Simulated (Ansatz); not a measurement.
Write a Python script for the Ansatz DFT code, driven from Python that makes the energy of protonation at one site of CH5GeN, SMILES [CH2]1[NH][GeH2]1. Settings (for the species named): B3LYP, def2-SVP basis, multiplicity 1.

```xyz
8

C    -0.6404    0.3934   -0.5118
N    -0.3248    0.5987    0.8340
Ge    0.5071   -0.9192    0.0126
H    -1.6639    0.1062   -0.6381
H    -0.2645    1.2066   -1.2179
H     0.4057    1.3667    0.8947
H     2.0834   -0.6186   -0.0803
H    -0.0105   -2.1909    0.6510
```

The script, `pa.py`:
```python
# -*- coding: utf-8 -*-
"""Proton affinity of CH5GeN at one site."""

import warnings

import ansatz as az
import numpy as np

warnings.simplefilter("ignore", az.DeckWarning)

system = (
    az.Crystal.molecule()
    .atom("C", (-0.6404, 0.3934, -0.5118))
    .atom("N", (-0.3248, 0.5987, 0.834))
    .atom("Ge", (0.5071, -0.9192, 0.0126))
    .atom("H", (-1.6639, 0.1062, -0.6381))
    .atom("H", (-0.2645, 1.2066, -1.2179))
    .atom("H", (0.4057, 1.3667, 0.8947))
    .atom("H", (2.0834, -0.6186, -0.0803))
    .atom("H", (-0.0105, -2.1909, 0.651))
)

setup = (
    system.calculation()
    .basis(gaussian="def2-SVP")
    .functional("b3lyp")
)
symbols = [site.symbol for site in system.cartesian_sites]
start = np.array([site.position_ang for site in system.cartesian_sites], dtype=float)
rep = setup.relax(force_tolerance=0.01).run(threads=1).report
end = np.array(rep["positions_ang"])

# put the proton on the side away from the neighbours, slightly off axis
away = sum((end[1] - end[j]) / np.linalg.norm(end[1] - end[j]) for j in [0, 2, 5]) + np.array([0.15, 0.1, -0.2])
proton = end[1] + 1.0 * away / np.linalg.norm(away)
acid = az.Crystal.molecule()
for symbol, place in zip(symbols, end):
    acid = acid.atom(symbol, place.tolist())
acid = acid.atom("H", proton.tolist())
protonated = (
    acid.calculation()
    .basis(gaussian="def2-SVP")
    .functional("b3lyp")
    .charge(1)
    .relax(force_tolerance=0.01, max_steps=80)
)
after = protonated.run(threads=1).report
xyz = np.array(after["positions_ang"])
reach = np.linalg.norm(xyz[:-1] - xyz[-1], axis=1)
print(f"base {rep['free_energy_ev']:.5f} eV, protonated {after['free_energy_ev']:.5f} eV")
print(f"the proton ends {reach.min():.3f} A from {symbols[reach.argmin()]}{reach.argmin()}")
print(f"electronic proton affinity {(rep['free_energy_ev'] - after['free_energy_ev']):.3f} eV")
```

```console
$ python pa.py
base -59117.17959 eV, protonated -59127.59534 eV
the proton ends 1.024 A from N1
electronic proton affinity 10.416 eV
```

Reading the output:
- Total energies depend on the basis set; only differences at equal settings carry meaning.
- The proton is put on one chosen atom, which needn't be the most basic site, so the molecule's proton affinity can be higher; the ends are stationary points, not checked by frequencies, and zero-point and thermal terms count only where printed.
- b3lyp holds the VWN-RPA fit, as in Gaussian; the form of ORCA and Turbomole is b3lyp5.
- Wall time of the script: 110 s on 1 thread of Arm Neoverse N1 (shared host), peak memory 0.26 GiB.
